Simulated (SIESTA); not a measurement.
Crystal: DyAgB4F16.

```
Dy Ag B F
1.0
     5.40539   -0.12478   -0.02960
     0.15132    6.87214    0.16225
     0.52959    1.25889    9.42097
Dy Ag B F
1 1 4 16
Cartesian
  3.0611 0.7190 4.4394
  0.6849 7.8562 9.4531
  5.5055 1.7583 3.0167
  3.4402 2.4965 7.5507
  2.8009 5.8142 2.2359
  5.8404 5.7874 6.3339
  1.3107 2.1302 3.7836
  5.1476 0.3764 3.2725
  0.2230 2.1515 1.7310
  4.4203 2.4658 3.6485
  3.0675 3.7853 7.7326
  4.8237 2.2806 7.6538
  2.7566 1.5749 8.3611
  3.0844 2.1159 6.1158
  1.5849 5.3733 1.7772
  2.6507 0.4118 2.1505
  2.9742 5.4852 3.6520
  3.8727 5.3689 1.5018
  0.4297 4.7073 5.7646
  1.5209 6.7547 5.7822
  0.5588 5.9421 7.7249
  4.6014 6.5330 5.9712
```

The cell was built by a generator and needn't be a form met in nature.

Base run:

```yaml
Program: SIESTA 5.4.2
Functional: PBE
Potentials_or_basis: PseudoDojo 0.4 standard with PseudoDojo 3+ lanthanides (4f in the core) (PBE files)
Basis: SZ (energy shift 0.003 Ry)
Grid_cutoff: 800 Ry
Energy_shift: 0.003 Ry
k_mesh: 5 × 4 × 3
Occupations: fermi-dirac, width 0.05 eV
Spin: collinear spin, ferromagnetic start
Starting_moments: "[5.0, 0.0, 0.0, 0.0, 0.0, 0.0, 0.0, 0.0, 0.0, 0.0, 0.0, 0.0, 0.0, 0.0, 0.0, 0.0, 0.0, 0.0, 0.0, 0.0, 0.0, 0.0] μB"
```

Its results: band gap on the k mesh 4.55 eV, indirect (least direct gap 4.58 eV); pressure 14.4 GPa; net moment 0.00 μB per cell; largest force 6.047 eV/Å.

Problem. After a change of settings the same cell gave: band gap on the k mesh 4.31 eV, indirect (least direct gap 4.33 eV); pressure 0.6 GPa; net moment 0.00 μB per cell; largest force 0.588 eV/Å. Which change was it?
A. basis from SZ (energy shift 0.003 Ry) to SZP (energy shift 0.003 Ry)
B. basis from SZ (energy shift 0.003 Ry) to DZ (energy shift 0.003 Ry; two zetas on semicore shells)
C. basis from SZ (energy shift 0.003 Ry) to DZP (energy shift 0.003 Ry; two zetas on semicore shells)
D. basis from SZ (energy shift 0.003 Ry) to TZDP (energy shift 0.003 Ry; two zetas on semicore shells)

Solution. C.

Caveats: the magnetic or orbital state may not be the lowest; short orbitals over semicore shells can move pressures by several GPa; spin-orbit coupling is left out, which moves the levels of the heavy elements; the 4f electrons are frozen in the core as for a trivalent ion, so they carry no moment and show no levels; the basis of atomic orbitals isn't converged, which shifts pressures, moduli and gaps; the basis has no polarisation orbitals (some runs); forces of over 1 eV/Å show positions far from the minimum, so gaps and moduli don't describe the material at rest (some runs).
